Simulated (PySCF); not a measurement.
**How the numerical set-up moves the result for I**

The method stays; parts of the set-up, such as the basis or the Hamiltonian, are changed.

Program: PySCF 2.14.0. Level of theory: each script names its method and basis. These are calculated values, not measurements.

4 further runs of the same task are left out: 1 for a known fault of the program, 3 that didn't finish.

## (1) The atom

I: 1 atom, charge 0, spin multiplicity 2.

## (2) Base script

Contents of input.py:

```python
from pyscf import gto, dft

mol = gto.M(
    atom='I 0 0 0',
    basis='x2c-svpall',
    charge=0,
    spin=1,
    symmetry=True,
    verbose=4,
)
mf = dft.ROKS(mol, xc='b3pw91')
mf = mf.sfx2c1e()
mf.kernel()
mf.analyze()
print('orbital energies (hartree):', mf.mo_energy[..., max(0, mol.nelec[1]-3):mol.nelec[0]+3].round(4))
```

The run is started by

```bash
$ OMP_NUM_THREADS=1 python input.py
```

Its log is not repeated here.

In short: E(SCF) = -7115.138731 Eh, 6 cycles.

## (3) Def2-svpd (core potential on, X2C off)

Variant 1 changes basis set: x2c-svpall → def2-svpd; core potential: off → on; spin-free X2C: on → off. The core potential changes with it: totals don't compare.

Contents of input.py:

```python
from pyscf import gto, dft

mol = gto.M(
    atom='I 0 0 0',
    basis='def2-svpd',
    ecp={'I': 'def2-svpd'},
    charge=0,
    spin=1,
    symmetry=True,
    verbose=4,
)
mf = dft.ROKS(mol, xc='b3pw91')
mf.kernel()
mf.mulliken_pop()
mf.dip_moment()
print('orbital energies (hartree):', mf.mo_energy[..., max(0, mol.nelec[1]-3):mol.nelec[0]+3].round(4))
```

The run is started by

```bash
$ OMP_NUM_THREADS=1 python input.py
```

## (4) Spin-free X2C off

Variant 2 changes spin-free X2C: on → off.

Edit input.py of step 2 so:

```diff
@@ -11,3 +11,2 @@
 mf = dft.ROKS(mol, xc='b3pw91')
-mf = mf.sfx2c1e()
 mf.kernel()
```

## (5) Cc-pvtz-dk

Variant 3 changes basis set: x2c-svpall → cc-pvtz-dk.

Edit input.py of step 2 so:

```diff
@@ -4,3 +4,3 @@
     atom='I 0 0 0',
-    basis='x2c-svpall',
+    basis='cc-pvtz-dk',
     charge=0,
```

## (6) Def2-tzvpp (core potential on, X2C off)

Variant 4 changes basis set: x2c-svpall → def2-tzvpp; core potential: off → on; spin-free X2C: on → off. The core potential changes with it: totals don't compare.

Contents of input.py:

```python
from pyscf import gto, dft

mol = gto.M(
    atom='I 0 0 0',
    basis='def2-tzvpp',
    ecp={'I': 'def2-tzvpp'},
    charge=0,
    spin=1,
    symmetry=True,
    verbose=4,
)
mf = dft.ROKS(mol, xc='b3pw91')
mf.kernel()
mf.mulliken_pop()
mf.dip_moment()
print('orbital energies (hartree):', mf.mo_energy[..., max(0, mol.nelec[1]-3):mol.nelec[0]+3].round(4))
```

What does the calculation give? Wanted: for each run, E(SCF); from base.

**Answer**, as computed:

| run | E(SCF) (hartree) | from base (eV) | cycles | functions |
| --- | --- | --- | --- | --- |
| base | -7115.138731 | 0 | 6 | 36 |
| def2-svpd (core potential on, X2C off) | -297.809753 | not comparable | 8 | 35 |
| spin-free X2C off (poor choice) | -6727.635314 | not comparable | 6 | 36 |
| cc-pvtz-dk | -7115.789445 | -17.7068 | 6 | 52 |
| def2-tzvpp (core potential on, X2C off) | -297.816004 | not comparable | 7 | 50 |

What this shows: cc-pvtz-dk (52 functions) gives an energy 17.71 eV lower than x2c-svpall (36). Rows marked «poor choice» come from settings spoiled on purpose.
